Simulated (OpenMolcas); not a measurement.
# V⁴⁺ among point charges: CASSCF and CASPT2 levels and susceptibility

How does a field of 2 point charges split the states of V⁴⁺, and what χT follows?

The numbers are computed with OpenMolcas 26.06 (state-averaged CASSCF and CASPT2, spin-orbit coupling by RASSI with atomic mean-field integrals), except any that are marked as measured or tabulated.

## 1. The atom as given

```
Species                           : V⁴⁺ (vanadium, Z = 23, 19 electrons)
Basis                             : ANO-RCC-VDZP [5s4p2d1f], 34 functions
Scalar Hamiltonian                : DKH2, point nucleus
Inactive shells                   : 1s 2s 2p 3s 3p
Active space                      : 1 electron in 5 orbitals (3d)
Some configurations of this space : 3d
Orbitals                          : optimised for each spin and parity, averaged over all roots
```

The outer shells:

3d
```
3d [↑ ][  ][  ][  ][  ]
```

The ion sits among 2 point charges of -3 e arranged as a linear pair (D∞h), 1.96 Å from the ion.

The work runs as a chain of OpenMolcas steps in one folder; each step below is one input file. Labels, J, g values, rates, χT and fits are worked out afterwards by a script from the matrices that RASSI stores. The input lists half of the charges; inversion (Group=XYZ) makes the rest.

## 2. One- and two-electron integrals

File a.inp:

```
&GATEWAY
Coord
1

V 0.0 0.0 0.0
Basis=ANO-RCC-VDZP
Group=XYZ
NoMove
AngMom=0.0 0.0 0.0
AMFI
XField
1 Angstrom 0
0.000000 0.000000 1.960000 -3.000000
&SEWARD
```

Run with:

```bash
$ OMP_NUM_THREADS=1 MOLCAS_MEM=1689 MOLCAS_PROJECT=a pymolcas a.inp > a.log
```

What it wrote:

```text
Basis set label: V.ANO-RCC...5S4P2D1F.

      Electronic valence basis set:
      ------------------
      Associated Effective Charge  23.000000 au
      Associated Actual Charge     23.000000 au
      Nuclear Model: Point charge

      Shell  nPrim  nBasis  Cartesian Spherical Contaminant
         s      21       5        X
         p      15       4        X
         d      10       2                 X
         f       6       1                 X
                  Relativistic Douglas-Kroll-Hess integrals:
                    - DKH order of Hamiltonian: 2
                    - DKH order of Properties : 0
                  Atomic mean-field integrals
```

## 3. CASSCF: doublets of even parity, 5 roots

File a.inp:

```
&RASSCF
FileOrb=start.orb
Symmetry=1
Spin=2
nActEl=1 0 0
Inactive=3 6
Ras2=5 0
CIRoot=5 5 1
SDav=5
CIMx=300
Iter=120 100
PrWF=0.3
OrbListing=Nothing
MaxOrb=0
>>> COPY $Project.JobIph JOB001
```

start.orb holds the contracted functions of the basis, ordered by shell, or the orbitals of the step before.

What it wrote, shortened:

```text
[...]
      Number of active orbitals                  5
[...]
      Spin quantum number                      0.5
[...]
      Active orbitals                            5   0
[...]
      Number of CSFs                             5
      Number of root(s) required                 5
[...]
      Convergence after  9 iterations
[...]
      Natural orbitals and occupation numbers for root  1
      sym 1:   1.000000   0.000000   0.000000   0.000000  -0.000000
      Natural orbitals and occupation numbers for root  2
      sym 1:   0.000000   0.000000   0.000000   0.000000   1.000000
      Natural orbitals and occupation numbers for root  3
      sym 1:   0.000000   0.000000   0.000000   1.000000   0.000000
::    RASSCF root number  1 Total energy:   -951.21807131
::    RASSCF root number  2 Total energy:   -951.21807131
::    RASSCF root number  3 Total energy:   -951.15855117
::    RASSCF root number  4 Total energy:   -951.15855117
::    RASSCF root number  5 Total energy:   -951.12659361
```

## 4. RASSI: spin-orbit coupling between the states

File a.inp:

```
&RASSI
NrOfJobIphs=1 5
1 2 3 4 5
IphNames
JOB001
EJob
SpinOrbit
DIPRint=1.0
SOCoupling=1000.0
Subsets=2
Property=9
'ANGMOM' 1 'ANGMOM' 2 'ANGMOM' 3 'MLTPL  1' 1 'MLTPL  1' 2 'MLTPL  1' 3
'AMFI' 1 'AMFI' 2 'AMFI' 3
SOProperty=3
'ANGMOM' 1 'ANGMOM' 2 'ANGMOM' 3
```

Run with:

```bash
$ OMP_NUM_THREADS=1 MOLCAS_MEM=1689 MOLCAS_PROJECT=a pymolcas a.inp > a.log
```

What it wrote, shortened:

```text
SPIN-FREE ENERGIES:
  (Shifted by EMIN (a.u.) =       -951.2180713143)
 SF State       Relative EMIN(au)   Rel lowest level(eV)    D:o, cm**(-1)      L_eff
     1             0.0000000000        0.0000000000              0.0000         2.0
     2             0.0000000000        0.0000000000              0.0000         2.0
     3             0.0595201475        1.6196257218          13063.1624         2.0
     4             0.0595201475        1.6196257218          13063.1624         2.0
     5             0.0914777002        2.4892350329          20077.0345         2.0
     Dipole printing threshold changed to   1.00000000E+00
Eigenvalues of complex Hamiltonian:
   -----------------------------------
  (Shifted by EMIN (a.u.) =       -951.2180713143)
 SO State       Relative EMIN(au)   Rel lowest level(eV)    D:o, cm**(-1)     J-value
     1            -0.0010677607        0.0000000000              0.0000         1.1
     2            -0.0010677607        0.0000000000              0.0000         1.1
     3             0.0010490982        0.0576026662            464.5968         1.2
     4             0.0010490982        0.0576026662            464.5968         1.2
     5             0.0589219669        1.6324036509          13166.2234         1.8
     6             0.0589219669        1.6324036509          13166.2234         1.8
     7             0.0600825523        1.6639847862          13420.9424         1.9
     8             0.0600825523        1.6639847862          13420.9424         1.9
     9             0.0915321385        2.5197716237          20323.3287         2.1
    10             0.0915321385        2.5197716237          20323.3287         2.1
Weights of the five most important spin-orbit-free states for each spin-orbit state.
[...]
```

Time for these steps: 1.7 s (1 thread of Arm Neoverse V1, shared host).

Spin-free states, with their symmetry labels:

| state | degeneracy | E (cm-1) | free-ion L (%) |
| --- | --- | --- | --- |
| 2Delta | 2 | 0 | D (100) |
| 2Pi | 2 | 13063 | D (100) |
| 2Sigma | 1 | 20077 | D (100) |

With spin-orbit coupling:

```
E (cm-1)  Degeneracy  2S+1               g
     0.0           2     2  0.00 0.00 2.00
   464.6           2     2  0.00 0.00 6.00
   13166           2     2  0.00 0.20 0.20
   13421           2     2  0.00 0.00 4.00
   20323           2     2  2.00 2.20 2.20
```

Principal g values are given for doublets only; a zero marks a field direction without first-order Zeeman splitting.

Powder χT (cm³ K/mol): 0.13 at 2 K, 0.13 at 5 K, 0.13 at 10 K, 0.14 at 20 K, 0.16 at 50 K, 0.20 at 100 K, 0.25 at 150 K, 0.30 at 200 K, 0.35 at 250 K, 0.40 at 300 K.

## 5. CASPT2: IPEA 0.25, imaginary shift 0.1 (closed shells correlated: 3s 3p)

File a.inp:

```
>>> COPY JOB001 $Project.JobIph
&CASPT2
Multistate=5 1 2 3 4 5
NoMult
Frozen=2 3
IPEA=0.25
Imaginary=0.1
MaxIter=60
WThr=0.0 0.3 0.05
PrWF=0.5
NoMix
```

What it wrote:

```text
Orbital specifications:
      -----------------------

      Symmetry species                           1   2
                                                ag  au
      Frozen orbitals                            2   3
      Inactive orbitals                          1   3
      Active orbitals                            5   0
      Secondary orbitals                         7  13
      Deleted orbitals                           0   0
      Number of basis functions                 15  19
Type of calculation                        SS-CASPT2
      Fock operator                              state-specific
      IPEA shift                                 0.25
      Real shift                                 0.00
      Imaginary shift                            0.10
      The input orbitals will be transformed to quasi-canonical
Reference energy:        -951.2180713143
      E2 (Non-variational):      -0.1933694160
      Shift correction:          -0.0000666704
      E2 (Variational):          -0.1934360864
      Total energy:            -951.4115074006
      Residual norm:              0.0000003541
      Reference weight:           0.96631
      Contributions to the CASPT2 correlation energy
      Active & Virtual Only:          0.0000000000
      One Inactive Excited:          -0.0367574496
      Two Inactive Excited:          -0.1566119664
Reference energy:        -951.2180713143
      E2 (Non-variational):      -0.1933865825
      Shift correction:          -0.0000666994
      E2 (Variational):          -0.1934532819
      Total energy:            -951.4115245962
      Residual norm:              0.0000003542
      Reference weight:           0.96630
      Contributions to the CASPT2 correlation energy
      Active & Virtual Only:          0.0000000000
      One Inactive Excited:          -0.0367746162
      Two Inactive Excited:          -0.1566119664
::    CASPT2 Root  1     Total energy:   -951.41150740
::    CASPT2 Root  2     Total energy:   -951.41152460
::    CASPT2 Root  3     Total energy:   -951.35185480
::    CASPT2 Root  4     Total energy:   -951.35185480
::    CASPT2 Root  5     Total energy:   -951.32059155
```

Time for this run: 0.52 s (1 thread of Arm Neoverse V1, shared host).

SS-CASPT2: lowest energy less the reference's lowest, -0.1934 hartree; reference weights 0.966.

States without spin-orbit coupling:

| state | degeneracy | E (cm-1) | free-ion L (%) |
| --- | --- | --- | --- |
| 2Delta | 2 | 0 | D (100) |
| 2Pi | 2 | 13094 | D (100) |
| 2Sigma | 1 | 19956 | D (100) |

With spin-orbit coupling:

| E (cm-1) | Degeneracy | 2S+1 | g |
| --- | --- | --- | --- |
| 0 | 2 | 2 | 0.00 0.00 2.00 |
| 460 | 2 | 2 | 0.00 0.00 6.00 |
| 13200 | 2 | 2 | 0.00 0.20 0.20 |
| 13450 | 2 | 2 | 0.00 0.00 4.00 |
| 20200 | 2 | 2 | 2.00 2.20 2.20 |

Powder χT (cm³ K/mol): 0.13 at 2 K, 0.13 at 5 K, 0.13 at 10 K, 0.14 at 20 K, 0.16 at 50 K, 0.20 at 100 K, 0.25 at 150 K, 0.30 at 200 K, 0.35 at 250 K, 0.40 at 300 K.

## 6. The methods side by side

A. CASSCF
B. SS-CASPT2, IPEA 0.25, imaginary shift 0.1 (closed shells correlated: 3s 3p)

| method | ground state | first state of that spin (cm-1) | first gap with spin-orbit (cm-1) | χT at 300 K |
| --- | --- | --- | --- | --- |
| A | 2Delta | 2Pi 13060 | 464.6 | 0.40 |
| B | 2Delta | 2Pi 13090 | 464.6 | 0.40 |

## 7. What came out

| quantity | value |
| --- | --- |
| method | SS-CASPT2, IPEA 0.25, imaginary shift 0.1 (closed shells correlated: 3s 3p) |
| spin-free ground state | 2Delta, 2-fold in its orbital part |
| first state of the same spin within the active space | 2Pi at 13100 cm⁻¹ |
| lowest level | 2-fold, g = 0.00, 0.00, 2.00 |
| next level | 464.6 cm⁻¹ |
| χT at 300 K | 0.40 cm³ K/mol |
| effective moment at 300 K | 1.80 μB |

Cost by method:

| method | time of its own steps | time with the reference |
| --- | --- | --- |
| A. CASSCF | 1.7 s | 1.7 s |
| B. SS-CASPT2, IPEA 0.25, imaginary shift 0.1, +3s 3p | 0.52 s | 2.3 s |

Times are of one thread on a shared host.

What this shows: The spin-free ground state (2Delta) comes to 100 % from free-ion D terms and keeps the highest spin of the shell. χT at 300 K is 0.40, against 0.38 cm³ K/mol for the spin alone; near agreement at one temperature doesn't show that the orbital moment is quenched. The field of point charges can differ much from that of real complexes. Point charges carry no covalency, so the field is a model and not that of real ligands.
